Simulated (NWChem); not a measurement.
**One shape, several levels: AsH3 (arsine)**

Aim: a comparison of 4 runs (wB97X/cc-pVTZ, B2PLYP/cc-pVTZ, CAM-B3LYP/cc-pVTZ, M06-2X/cc-pVTZ) of AsH3 (arsine). 

Program for the calculation: NWChem 7.3.0.

### Step 1. The system as given

AsH3: 4 atoms, total charge 0, spin state singlet. SMILES: `[AsH3]`. The coordinates come from a PBE0-D4/def2-TZVP relaxation.

Bond lengths: As1–H2 1.522 Å, As1–H3 1.522 Å, As1–H4 1.522 Å. Angles: H2–As1–H3 92.0°, H2–As1–H4 92.0°, H3–As1–H4 92.0°.

### Step 2. Energy and forces at wB97X/cc-pVTZ (run 1)

File m1.nw:

```
start m1
title "AsH3"
memory stack 880 mb heap 220 mb global 1100 mb

geometry units angstroms noautosym nocenter noautoz
As   -0.215800    0.487600   -0.346000
H     0.349900    0.630300    1.059400
H    -1.068000   -0.705500    0.061100
H     0.933900   -0.412500   -0.774500
end

basis spherical bse
As library cc-pVTZ
H library cc-pVTZ
end

dft
xc wb97x
grid xfine
convergence energy 1e-08
maxiter 100
mulliken
print low
end

task dft gradient
```

On the command line:

```bash
$ nwchem m1.nw > m1.out
```

Standard output:

```text
[...]
 d= 0,ls=0.0,diis     1  -2237.7257837070 -2.27D+03  3.28D-03  2.66D-01    13.5
[...]
 d= 0,ls=0.0,diis     8  -2237.7422439020 -7.48D-10  3.52D-07  6.37D-10    84.4
         Total DFT energy =    -2237.742243901979
      One electron energy =    -3186.032317961028
           Coulomb energy =      997.311556437850
    Exchange-Corr. energy =      -84.174662861656
 Nuclear repulsion energy =       35.153180482855
[...]
      Total Density - Mulliken Population Analysis
     ---------------------------------------------
    Atom       Charge   Shell Charges
 -----------   ------   -------------------------------------------------------
    1 As  33    32.98   2.00  2.01  1.94  0.45  0.90  0.41  6.00  5.85  0.72  1.81  0.75  9.59  0.44  0.09  0.01
    2 H    1     1.01   0.24  0.51  0.23  0.00  0.02  0.00
    3 H    1     1.01   0.24  0.51  0.23  0.00  0.02  0.00
    4 H    1     1.01   0.24  0.51  0.23  0.00  0.02  0.00
[...]
                         DFT ENERGY GRADIENTS
    atom               coordinates                        gradient
                 x          y          z           x          y          z
   1 As     -0.407803   0.921430  -0.653845   -0.001852   0.004160  -0.002950
   2 H       0.661215   1.191094   2.001976    0.000913  -0.000531   0.002005
   3 H      -2.018227  -1.333202   0.115462   -0.000614  -0.001967   0.000925
   4 H       1.764815  -0.779512  -1.463593    0.001552  -0.001662   0.000020
 Task  times  cpu:      117.5s     wall:      117.5s
 Total times  cpu:      117.5s     wall:      117.5s
```

Wall time 2 min (1 thread of Intel Xeon 6975P-C (Granite Rapids), shared host); peak memory 0.21 GiB.

### Step 3. A single-point energy at B2PLYP/cc-pVTZ (run 2)

File run.nw:

```
START run
TITLE "AsH3 energy"
memory stack 880 mb heap 220 mb global 1100 mb
GEOMETRY units angstrom noautosym nocenter noautoz
 As      -0.215800       0.487600      -0.346000
 H        0.349900       0.630300       1.059400
 H       -1.068000      -0.705500       0.061100
 H        0.933900      -0.412500      -0.774500
END
BASIS spherical bse
 As library cc-pVTZ
 H library cc-pVTZ
END
DFT
 xc hfexch 0.53 becke88 0.47 lyp 0.73 mp2 0.27
 dftmp2 semidirect
 grid xfine
 convergence energy 1e-08
 iterations 100
 mulliken
 noprint "final vectors analysis"
END
MP2
 freeze core 9
END
TASK dft energy
```

On the command line:

```bash
$ nwchem run.nw > run.out
```

Standard output:

```text
[...]
          Wavefunction type:  closed shell.
          No. of atoms     :     4
          No. of electrons :    36
[...]
          Charge           :     0
          Spin multiplicity:     1
[...]
          AO basis - number of functions:    85
[...]
              XC Information
              --------------
                     Hartree-Fock (Exact) Exchange  0.530
                    Becke 1988 Exchange Functional  0.470
              Lee-Yang-Parr Correlation Functional  0.730
[...]
 d= 0,ls=0.0,diis     1  -2237.2204177750 -2.27D+03  2.47D-03  1.18D-01    10.3
[...]
 d= 0,ls=0.0,diis     8  -2237.2323978591 -4.54D-10  9.64D-08  6.83D-12    49.6
         Total DFT energy =    -2237.232397859115
      One electron energy =    -3186.498971534245
           Coulomb energy =      997.822640879630
    Exchange-Corr. energy =      -83.709247687355
 Nuclear repulsion energy =       35.153180482855
[...]
      Total Density - Mulliken Population Analysis
     ---------------------------------------------
    Atom       Charge   Shell Charges
 -----------   ------   -------------------------------------------------------
    1 As  33    32.92   2.00  2.01  1.94  0.42  0.96  0.38  6.00  5.85  0.69  1.81  0.73  9.62  0.42  0.09  0.01
    2 H    1     1.03   0.24  0.53  0.24  0.00  0.02  0.00
    3 H    1     1.03   0.24  0.53  0.24  0.00  0.02  0.00
    4 H    1     1.03   0.24  0.53  0.24  0.00  0.02  0.00
[...]
  Basis functions       =     85
[...]
```

Wall time 64 s (1 thread of Intel Xeon 6975P-C (Granite Rapids), shared host); peak memory 0.2 GiB.

Run 3 isn't shown in full; the table further down has it.

### Step 4. Energy and forces at M06-2X/cc-pVTZ (run 4)

File run.py:

```python
from ase import Atoms
from ase.calculators.nwchem import NWChem

atoms = Atoms('AsHHH', positions=[
    [-0.215800, 0.487600, -0.346000],
    [0.349900, 0.630300, 1.059400],
    [-1.068000, -0.705500, 0.061100],
    [0.933900, -0.412500, -0.774500],
])

calc = NWChem(
    label='input',
    theory='dft',
    memory='2200 mb',
    basis='cc-pVTZ',
    basispar='spherical bse',
    dft={'xc': 'm06-2x', 'mult': '1', 'grid': 'xfine', 'convergence': 'energy 1e-08', 'iterations': '100', 'mulliken': None},
)
atoms.calc = calc

forces = atoms.get_forces()
e = atoms.get_potential_energy()
print(f"E = {e:.6f} eV")
print("forces (eV/A):")
for s, f in zip(atoms.symbols, forces):
    print(f"{s:2s} {f[0]:10.5f} {f[1]:10.5f} {f[2]:10.5f}")
print("dipole (e A):", atoms.get_dipole_moment().round(4))
```

On the command line:

```bash
$ export ASE_NWCHEM_COMMAND="nwchem PREFIX.nwi > PREFIX.nwo"
$ python run.py
```

Standard output:

```text
E = -60891.021950 eV
forces (eV/A):
As    0.03697   -0.08243    0.05842
H    -0.01003    0.03353   -0.01244
H    -0.02093    0.02304   -0.01990
H    -0.00602    0.02587   -0.02607
dipole (e A): [ 0.0267 -0.0603  0.0428]
```

The calculator wrote input.nwi:

```
title "input"

permanent_dir input

scratch_dir input

start input

geometry units angstrom nocenter noautosym noautoz
  As -2.1579999999999999e-01 4.8759999999999998e-01 -3.4599999999999997e-01
  H  3.4989999999999999e-01 6.3029999999999997e-01 1.0593999999999999e+00
  H  -1.0680000000000001e+00 -7.0550000000000002e-01 6.1100000000000002e-02
  H  9.3389999999999995e-01 -4.1249999999999998e-01 -7.7449999999999997e-01
end

memory 2200 mb

basis spherical bse noprint
   * library cc-pVTZ
end

dft
  xc m06-2x
  mult 1
  grid xfine
  convergence energy 1e-08
  iterations 100
  mulliken
end

task dft gradient
```

input.nwo:

```text
Northwest Computational Chemistry Package (NWChem) 7.3.0
             --------------------------------------------------------

           Job information
           ---------------

    nwchem branch   = 7.3.0
    use scalapack   = T
    input           = input.nwi
    prefix          = input.
    data base       = input/input.db
    status          = startup
    nproc           =        1

           Memory information
           ------------------

[... 5 lines left out ...]
    hardfail = no
[... 89 lines left out ...]
  convergence criterion.
[... 39 lines left out ...]
          Spatial weights used:  Erf1
[... 32 lines left out ...]
 1-e energy   =   -3185.630886
[... 36 lines left out ...]
           Coulomb energy =      997.981684929325
[... 680 lines left out ...]
          Convergence on density requested:  1.00D-05
[... 25 lines left out ...]
          total energy or number of iterations.
[... 35 lines left out ...]
                 ----------------------------------------
                 |  Time  |  1-e(secs)   |  2-e(secs)   |
                 ----------------------------------------
                 |  CPU   |       0.01   |      12.78   |
                 ----------------------------------------
                 |  WALL  |       0.01   |      12.78   |
                 ----------------------------------------

 Task  times  cpu:       69.8s     wall:       69.8s
 Total times  cpu:       69.8s     wall:       69.8s
```

Run time: 71 s. Hardware: 1 thread of Intel Xeon 6975P-C (Granite Rapids), shared host; peak memory 0.15 GiB.

### Step 5. All runs side by side

```csv
run,level,task,frozen core orbitals,energy (Eh),largest force (eV/Å),wall time
1,wB97X/cc-pVTZ,gradient,–,-2237.742244,0.279,2 min
2,B2PLYP/cc-pVTZ,energy,9,-2237.309239,–,64 s
3,CAM-B3LYP/cc-pVTZ,gradient,–,-2237.824409,0.241,1.7 min
4,M06-2X/cc-pVTZ,gradient,–,-2237.703801,0.108,71 s
```

### Step 6. Results

| quantity | value |
| --- | --- |
| run 4: total energy | -2237.70380 Eh |
| run 4: dipole moment | 0.38 D |
| run 4: HOMO energy | -8.92 eV |
| run 4: LUMO energy | 1.36 eV |
| run 4: HOMO–LUMO gap | 10.28 eV |
| run 4: largest force on an atom | 0.108 eV/Å |

What this shows: Over runs 2, 3, 4 the dipole moment (its size) runs from 0.31 D (B2PLYP/cc-pVTZ) to 0.38 D (M06-2X/cc-pVTZ). A double hybrid's value is that of its SCF part. Totals of different functionals can't be ranked against each other. All runs together took 5.9 min, the longest 2 min.
